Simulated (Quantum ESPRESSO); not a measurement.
# NbCu (Fm-3m) in Quantum ESPRESSO: equation of state, part 2 of 2

Quantum ESPRESSO 7.5. Earlier steps stand in the parts before.

## 5. Single point, PBE, 16.82 Å³/atom

pw.in reads:

```
&CONTROL
  calculation = 'scf'
  prefix = 'pwscf'
  outdir = './tmp'
  pseudo_dir = './pseudo'
  tstress = .true.
  disk_io = 'nowf'
/
&SYSTEM
  ibrav = 0
  nat = 2
  ntyp = 2
  ecutwfc = 55
  ecutrho = 440
  nbnd = 19
  occupations = 'smearing'
  smearing = 'fd'
  degauss = 0.00367493
/
&ELECTRONS
  conv_thr = 4d-10
  electron_maxstep = 120
  mixing_beta = 0.5
/
ATOMIC_SPECIES
Nb    92.9064 Nb.pbe-spn-kjpaw_psl.0.3.0.UPF
Cu    63.5460 Cu.paw.z_11.ld1.psl.v1.0.0-low.upf
CELL_PARAMETERS angstrom
   0.0000000000    2.5622100000    2.5622100000
   2.5622100000    0.0000000000    2.5622100000
   2.5622100000    2.5622100000    0.0000000000
ATOMIC_POSITIONS crystal
Nb     0.0000000000    0.0000000000    0.0000000000
Cu     0.5000000000    0.5000000000    0.5000000000
K_POINTS automatic
9 9 9 0 0 0
```

Launch:

```
$ OMP_NUM_THREADS=1 pw.x -in pw.in > pw.out
```

Run time: 33 s. Hardware: 1 thread of Arm Neoverse V1, shared host; peak memory 0.17 GiB.

It converged, with:

```yaml
Free_energy: -7445.8257 eV
Pressure: -0.2 GPa
Band_gap_on_the_k_mesh: none (metal or under the smearing width)
```

## 6. Single point, PBE, 17.16 Å³/atom

pw.in, as its differences from that of step 5:

```diff
@@ -28,5 +28,5 @@
 CELL_PARAMETERS angstrom
-   0.0000000000    2.5622100000    2.5622100000
-   2.5622100000    0.0000000000    2.5622100000
-   2.5622100000    2.5622100000    0.0000000000
+   0.0000000000    2.5791787727    2.5791787727
+   2.5791787727    0.0000000000    2.5791787727
+   2.5791787727    2.5791787727    0.0000000000
 ATOMIC_POSITIONS crystal
```

Potentials or basis: SSSP 1.3 efficiency PBE.

Launch:

```
$ OMP_NUM_THREADS=1 pw.x -in pw.in > pw.out
```

pw.out:

```text
This program is part of the open-source Quantum ESPRESSO suite
     for quantum simulation of materials; please cite
         "P. Giannozzi et al., J. Phys.:Condens. Matter 21 395502 (2009);
         "P. Giannozzi et al., J. Phys.:Condens. Matter 29 465901 (2017);
         "P. Giannozzi et al., J. Chem. Phys. 152 154105 (2020);
     in publications or presentations arising from this work. More details at

     file Nb.pbe-spn-kjpaw_psl.0.3.0.UPF: wavefunction(s)  4S 4P renormalized
     file Cu.paw.z_11.ld1.psl.v1.0.0-low.upf: wavefunction(s)  4S 3D renormalized
     Message from routine setup:
     using ibrav=0 with symmetry is DISCOURAGED, use correct ibrav instead

     G-vector sticks info
     --------------------
     sticks:   dense  smooth     PW     G-vecs:    dense   smooth      PW
     Sum        1429     721    223                35989    12675    2133

     Using Slab Decomposition

     bravais-lattice index     =            0
     lattice parameter (alat)  =       6.8928  a.u.
     unit-cell volume          =     231.5639 (a.u.)^3
     number of atoms/cell      =            2
     number of atomic types    =            2
     number of electrons       =        24.00
     number of Kohn-Sham states=           19
     kinetic-energy cutoff     =      55.0000  Ry
     charge density cutoff     =     440.0000  Ry
     scf convergence threshold =      4.0E-10
     mixing beta               =       0.5000
     number of iterations used =            8  plain     mixing
     Exchange-correlation= SLA  PW   PBX  PBC
                           (   1   4   3   4   0   0   0)

     celldm(1)=   6.892794  celldm(2)=   0.000000  celldm(3)=   0.000000
     celldm(4)=   0.000000  celldm(5)=   0.000000  celldm(6)=   0.000000

     crystal axes: (cart. coord. in units of alat)
               a(1) = (   0.000000   0.707107   0.707107 )
               a(2) = (   0.707107   0.000000   0.707107 )
               a(3) = (   0.707107   0.707107   0.000000 )

     reciprocal axes: (cart. coord. in units 2 pi/alat)
               b(1) = ( -0.707107  0.707107  0.707107 )
               b(2) = (  0.707107 -0.707107  0.707107 )
               b(3) = (  0.707107  0.707107 -0.707107 )

     PseudoPot. # 1 for Nb read from file:
     Nb.pbe-spn-kjpaw_psl.0.3.0.UPF
     Pseudo is Projector augmented-wave + core cor, Zval = 13.0
     Generated using "atomic" code by A. Dal Corso  v.5.0.99 svn rev. 10869
     Shape of augmentation charge: PSQ
     Using radial grid of 1227 points,  6 beta functions with:
                l(1) =   0
                l(2) =   0
                l(3) =   1
                l(4) =   1
                l(5) =   2
                l(6) =   2
     Q(r) pseudized with 0 coefficients

     PseudoPot. # 2 for Cu read from file:
     Cu.paw.z_11.ld1.psl.v1.0.0-low.upf
     Pseudo is Projector augmented-wave + core cor, Zval = 11.0
     Generated using &quot;atomic&quot; code by A. Dal Corso  v.6.3MaX
     Shape of augmentation charge: PSQ
     Using radial grid of 1199 points,  6 beta functions with:
                l(1) =   0
                l(2) =   0
                l(3) =   1
                l(4) =   1
                l(5) =   2
                l(6) =   2
     Q(r) pseudized with 0 coefficients

     atomic species   valence    mass     pseudopotential
     Nb               13.00    92.90640     Nb( 1.00)
     Cu               11.00    63.54600     Cu( 1.00)

     48 Sym. Ops., with inversion, found

   Cartesian axes

     site n.     atom                  positions (alat units)
         1        Nb     tau(   1) = (   0.0000000   0.0000000   0.0000000  )
         2        Cu     tau(   2) = (   0.7071068   0.7071068   0.7071068  )

     number of k points=    35  Fermi-Dirac smearing, width (Ry)=  0.0037
                       cart. coord. in units 2pi/alat
        k(    1) = (   0.0000000   0.0000000   0.0000000), wk =   0.0027435
        k(    2) = (   0.0785674   0.0785674  -0.0785674), wk =   0.0219479
        k(    3) = (   0.1571348   0.1571348  -0.1571348), wk =   0.0219479
        k(    4) = (   0.2357023   0.2357023  -0.2357023), wk =   0.0219479
        k(    5) = (   0.3142697   0.3142697  -0.3142697), wk =   0.0219479
        k(    6) = (   0.1571348   0.0000000  -0.0000000), wk =   0.0164609
[... 27 lines left out ...]
        k(   34) = (  -0.0000000  -0.4714045   0.6285394), wk =   0.0658436
        k(   35) = (  -0.0785674  -0.3928371   0.7071068), wk =   0.0658436

     Dense  grid:    35989 G-vectors     FFT dimensions: (  48,  48,  48)

     Smooth grid:    12675 G-vectors     FFT dimensions: (  36,  36,  36)

     Initial potential from superposition of free atoms

     starting charge      23.9977, renormalised to      24.0000
     Starting wfcs are   19 randomized atomic wfcs

     Self-consistent Calculation

     iteration #  1     ecut=    55.00 Ry     beta= 0.50
     Davidson diagonalization with overlap
     ethr =  1.00E-02,  avg # of iterations =  4.8

     total energy              =    -547.19512827 Ry
     estimated scf accuracy    <       0.25205016 Ry

     iteration #  2     ecut=    55.00 Ry     beta= 0.50
     Davidson diagonalization with overlap
     ethr =  1.05E-03,  avg # of iterations =  2.4
[... 43 lines left out ...]
     total energy              =    -547.25769201 Ry
     estimated scf accuracy    <          1.7E-09 Ry

     iteration #  9     ecut=    55.00 Ry     beta= 0.50
     Davidson diagonalization with overlap
     ethr =  6.94E-12,  avg # of iterations =  4.7

     End of self-consistent calculation

          k = 0.0000 0.0000 0.0000 (  1639 PWs)   bands (ev):

   -41.6907 -17.6400 -17.6400 -17.6400   6.4938   9.2812   9.2812   9.5916
     9.5916   9.5916  14.4650  14.4650  14.4650  15.7914  15.7914  22.2080
    22.2080  22.2080  22.9830

          k = 0.0786 0.0786-0.0786 (  1573 PWs)   bands (ev):

   -41.6889 -17.6605 -17.6435 -17.6435   6.7526   9.3577   9.3577   9.5961
     9.6651   9.6651  14.2146  14.4363  14.4363  15.4639  15.4639  21.5279
    22.7811  22.7811  23.3663
[... 193 lines left out ...]
          k =-0.0786-0.3928 0.7071 (  1603 PWs)   bands (ev):

   -41.6720 -17.7604 -17.7388 -17.7049   9.5324   9.6170   9.8148   9.8400
    10.4570  10.5518  12.5797  13.0436  13.4332  15.6702  16.8223  17.8281
    18.8654  20.5354  27.5043

     the Fermi energy is    13.4634 ev

!    total energy              =    -547.25769201 Ry
     total all-electron energy =    -10949.844434 Ry
     estimated scf accuracy    <          1.3E-10 Ry
     smearing contrib. (-TS)   =      -0.00186164 Ry
     internal energy E=F+TS    =    -547.25583037 Ry

     The total energy is F=E-TS. E is the sum of the following terms:
     one-electron contribution =     -59.51748343 Ry
     hartree contribution      =      52.32282478 Ry
     xc contribution           =     -73.31880357 Ry
     ewald contribution        =    -168.37231266 Ry
     one-center paw contrib.   =    -298.37005548 Ry

     convergence has been achieved in   9 iterations

     Computing stress (Cartesian axis) and pressure

          total   stress  (Ry/bohr**3)                   (kbar)     P=      -29.54
  -0.00020078  -0.00000000  -0.00000000          -29.54       -0.00       -0.00
  -0.00000000  -0.00020078  -0.00000000           -0.00      -29.54       -0.00
  -0.00000000  -0.00000000  -0.00020078           -0.00       -0.00      -29.54

=------------------------------------------------------------------------------=
   JOB DONE.
=------------------------------------------------------------------------------=
```

Run time: 33 s. Hardware: 1 thread of Arm Neoverse V1, shared host; peak memory 0.17 GiB.

What came out:

- Free energy: -7445.8202 eV
- Pressure: -3.0 GPa
- Band gap on the k mesh: none (metal or under the smearing width)

## 7. Single point, PBE, 17.49 Å³/atom

pw.in, as its differences from that of step 6:

```diff
@@ -28,5 +28,5 @@
 CELL_PARAMETERS angstrom
-   0.0000000000    2.5791787727    2.5791787727
-   2.5791787727    0.0000000000    2.5791787727
-   2.5791787727    2.5791787727    0.0000000000
+   0.0000000000    2.5959271561    2.5959271561
+   2.5959271561    0.0000000000    2.5959271561
+   2.5959271561    2.5959271561    0.0000000000
 ATOMIC_POSITIONS crystal
```

Launch:

```
$ OMP_NUM_THREADS=1 pw.x -in pw.in > pw.out
```

Run time: 36 s. Hardware: 1 thread of Arm Neoverse V1, shared host; peak memory 0.18 GiB.

The run converged. Its results:

```yaml
Free_energy: -7445.8040 eV
Pressure: -5.4 GPa
Band_gap_on_the_k_mesh: none (metal or under the smearing width)
```

## 8. Single point, PBE, 17.83 Å³/atom

pw.in, as its differences from that of step 7:

```diff
@@ -28,5 +28,5 @@
 CELL_PARAMETERS angstrom
-   0.0000000000    2.5959271561    2.5959271561
-   2.5959271561    0.0000000000    2.5959271561
-   2.5959271561    2.5959271561    0.0000000000
+   0.0000000000    2.6124621697    2.6124621697
+   2.6124621697    0.0000000000    2.6124621697
+   2.6124621697    2.6124621697    0.0000000000
 ATOMIC_POSITIONS crystal
```

Launch:

```
$ OMP_NUM_THREADS=1 pw.x -in pw.in > pw.out
```

Wall time 35 s (1 thread of Arm Neoverse V1, shared host); peak memory 0.18 GiB.

Results (log left out):

```
Free energy            : -7445.7780 eV
Pressure               : -7.6 GPa
Band gap on the k mesh : none (metal or under the smearing width)
```

## 9. Equation of state, PBE

Potentials or basis: SSSP 1.3 efficiency PBE.

This step only gathers the single runs of the series.

Results:

| Property | Result |
| --- | --- |
| Equilibrium volume | 16.83 Å³/atom |
| Bulk modulus | 144 GPa |
| Pressure derivative of the bulk modulus | 4.5 |

Energy against volume, from the lowest point:
```tsv
volume (Å³/atom)	energy (meV/atom)
15.811	31.09
16.148	13.42
16.484	3.32
16.821	0.00
17.157	2.73
17.494	10.84
17.830	23.86
```
